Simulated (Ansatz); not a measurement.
# C2H7FGaN: basis-set convergence

The task here is to estimate one member of a computed series from the others.

Method: one geometry, several basis sets; program: Ansatz 0.2.0, Gaussian basis.

The runs, in order: PBE0-D4/def2-SVP; ωB97M-V/def2-SVP; PBE0-D4/def2-QZVPP; ωB97M-V/def2-QZVPP; the functionals' def2-TZVPP values are taken from earlier runs.

### The relaxed structure

The geometry comes from an earlier relaxation with PBE0-D4 in a triple-zeta def2 set; it is a stationary point, not always the lowest conformer.

12 atoms, charge 0, spin multiplicity 1.

Atoms are counted from 1 here; the program's logs count them from 0.

Bond lengths: C1–N2 1.446 Å, C1–H6 1.090 Å, C1–H7 1.097 Å, C1–H8 1.097 Å, N2–Ga3 1.811 Å, N2–H9 1.008 Å, Ga3–C4 1.990 Å, Ga3–H10 1.565 Å, C4–F5 1.395 Å, C4–H11 1.096 Å, C4–H12 1.096 Å. Angles: N2–C1–H6 110.0°, N2–C1–H7 112.0°, N2–C1–H8 112.0°, H6–C1–H7 107.5°, H6–C1–H8 107.5°, H7–C1–H8 107.5°, C1–N2–Ga3 129.4°, C1–N2–H9 112.9°, Ga3–N2–H9 117.7°, N2–Ga3–C4 120.0°, N2–Ga3–H10 116.9°, C4–Ga3–H10 123.1°, Ga3–C4–F5 113.1°, Ga3–C4–H11 110.7°, Ga3–C4–H12 110.7°, F5–C4–H11 107.7°, F5–C4–H12 107.7°, H11–C4–H12 106.8°.

The first run:

in.yaml reads:

```yaml
crystal:
  periodic: [false, false, false]
  atoms:
    - {symbol: C, position_ang: [-1.313491, 0.650754, 1.128072]}
    - {symbol: N, position_ang: [0.129099, 0.566327, 1.186870]}
    - {symbol: Ga, position_ang: [1.291076, -0.116733, -0.022792]}
    - {symbol: C, position_ang: [0.611843, -0.898404, -1.722257]}
    - {symbol: F, position_ang: [-0.777304, -0.841224, -1.833289]}
    - {symbol: H, position_ang: [-1.674372, 0.221961, 0.193326]}
    - {symbol: H, position_ang: [-1.791467, 0.102380, 1.949102]}
    - {symbol: H, position_ang: [-1.666923, 1.688197, 1.173458]}
    - {symbol: H, position_ang: [0.510628, 0.952547, 2.036236]}
    - {symbol: H, position_ang: [2.811136, -0.057184, 0.342863]}
    - {symbol: H, position_ang: [0.910089, -1.949167, -1.811540]}
    - {symbol: H, position_ang: [1.036784, -0.374553, -2.585949]}
basis:
  gaussian: {orbitals: def2-SVP}
hamiltonian: {xc: pbe0, dispersion: d4}
output: {orbitals: {seedname: orbitals}}
```

The run is started by

```bash
ansatz run in.yaml --threads 4 --pin off --events-out ev --progress --plain --max-ram 10444MiB
```

Steps of the session up to this table: PBE0-D4 in def2-SVP; ωB97M-V in def2-SVP; PBE0-D4 in def2-QZVPP; ωB97M-V in def2-QZVPP.

One table of the session follows, with a row left open; its other results are not shown here.

It belongs to the step «Density functionals: the series». 

```
functional       basis  HOMO (eV)
   PBE0-D4    def2-SVP      -6.63
   PBE0-D4  def2-TZVPP      -6.72
   PBE0-D4  def2-QZVPP          ?
   ωB97M-V    def2-SVP      -8.94
   ωB97M-V  def2-TZVPP      -9.04
   ωB97M-V  def2-QZVPP      -9.07
```

**Question.** Estimate the row for PBE0-D4, def2-QZVPP.

As computed: HOMO (eV): -6.74. In the column «HOMO (eV)» it lies between ωB97M-V, def2-SVP (-8.94) and PBE0-D4, def2-TZVPP (-6.72).
